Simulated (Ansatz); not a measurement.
Predict the output of the script below (the Ansatz DFT code, driven from Python).

The script reads `f2h5nosi2.xyz`:
```text
11

N    -1.50610   -0.69360    1.58020
Si   -0.41640   -0.83150    0.34430
F     0.72300   -1.76800    0.86050
F    -1.09700   -1.48280   -0.89170
O     0.13960    0.64950   -0.06570
Si    1.32950    1.30430   -0.99420
H    -2.31260   -0.14830    1.16740
H    -1.85660   -1.56210    1.77930
H     1.16800    0.83530   -2.34690
H     1.24640    2.77000   -0.94840
H     2.64760    0.87020   -0.46420
```

The script, `energy.py`:
```python
"""Electronic structure of the F2H5NOSi2 molecule."""

from pathlib import Path

import ansatz as az
import numpy as np
import pandas as pd

geometry = az.Crystal.molecule_from_extxyz("f2h5nosi2.xyz")

model = (
    geometry.calculation()
    .basis(gaussian="6-31G*")
    .functional("PBE0")
    .forces()
    .orbitals()
)
print(model.to_yaml())
result = model.run(threads=1, pin="off", runs_dir="runs")
data = result.report

print(f"E = {data['free_energy_ev']:.6f} eV = {data['free_energy_ev'] / 27.211386246:.7f} Ha")
print("converged:", data["converged"], " doubts:", data["published_state_doubts"] or "none")

symbols = [site.symbol for site in geometry.cartesian_sites]
forces = np.array(data["forces_ev_ang"])
print("largest force", round(float(np.linalg.norm(forces, axis=1).max()), 4), "eV/A, rms", round(float(np.sqrt((forces ** 2).mean())), 4))

charges = data["charge_distribution"]
table = pd.DataFrame({"atom": symbols, "mulliken": charges["mulliken_charges_e"], "lowdin": charges["lowdin_charges_e"]})
print(table.round(3).to_string())
print("dipole (e A):", np.round(charges["dipole_moment_e_ang"], 4) + 0.0)

lines = Path(data["orbitals_path"]).read_text().splitlines()
field_of = lambda key: [line.split("=")[1].strip() for line in lines if line.startswith(key)]
orbitals = [(27.211386 * float(e), s, float(n)) for e, s, n in zip(field_of("Ene="), field_of("Spin="), field_of("Occup="))]
homo = max(e for e, _, n in orbitals if n > 0.5)
lumo = min(e for e, _, n in orbitals if n < 0.5)
print(f"HOMO {homo:.3f} eV, LUMO {lumo:.3f} eV, gap {lumo - homo:.3f} eV")
```

```console
$ python energy.py
crystal:
  periodic: [false, false, false]
  atoms:
    - { symbol: "N", position_ang: [-1.5061, -0.6936, 1.5802] }
    - { symbol: Si, position_ang: [-0.4164, -0.8315, 0.3443] }
    - { symbol: F, position_ang: [0.723, -1.768, 0.8605] }
    - { symbol: F, position_ang: [-1.097, -1.4828, -0.8917] }
    - { symbol: O, position_ang: [0.1396, 0.6495, -0.0657] }
    - { symbol: Si, position_ang: [1.3295, 1.3043, -0.9942] }
    - { symbol: H, position_ang: [-2.3126, -0.1483, 1.1674] }
    - { symbol: H, position_ang: [-1.8566, -1.5621, 1.7793] }
    - { symbol: H, position_ang: [1.168, 0.8353, -2.3469] }
    - { symbol: H, position_ang: [1.2464, 2.77, -0.9484] }
    - { symbol: H, position_ang: [2.6476, 0.8702, -0.4642] }
basis:
  gaussian:
    orbitals: "6-31G*"
hamiltonian:
  xc: pbe0
output:
  orbitals: {}
  forces: true

E = -24796.687823 eV = -911.2614697 Ha
converged: True  doubts: none
largest force 4.0624 eV/A, rms 1.149
   atom  mulliken  lowdin
0     N    -0.837  -0.447
1    Si     1.128   0.110
2     F    -0.357  -0.052
3     F    -0.350  -0.057
4     O    -0.642  -0.224
5    Si     0.571   0.377
6     H     0.345   0.265
7     H     0.366   0.238
8     H    -0.071  -0.068
9     H    -0.074  -0.070
10    H    -0.078  -0.072
dipole (e A): [-0.2505  0.0607 -0.1354]
HOMO -8.345 eV, LUMO 0.317 eV, gap 8.663 eV
```

Caveats:
- Total energies depend on the basis set; only differences at equal settings carry meaning.
- The geometry is a force-field or estimated start, not a minimum of this method, and the basis set is short of its limit.
- The Löwdin charges here are taken after orthogonalising the functions within each atom; they differ from plain Löwdin charges, and their signs can be unphysical.
- Levels such as HOMO and LUMO are orbital energies: with these approximate functionals they aren't the ionisation energy and electron affinity, and their gap isn't the fundamental gap.
- Run time: 2.9 s on 1 thread of AMD EPYC 9R45 96-Core Processor (Zen 5) (shared host), peak memory 0.35 GiB.

(Lines on the test bed's own set-up are left out of the output.)
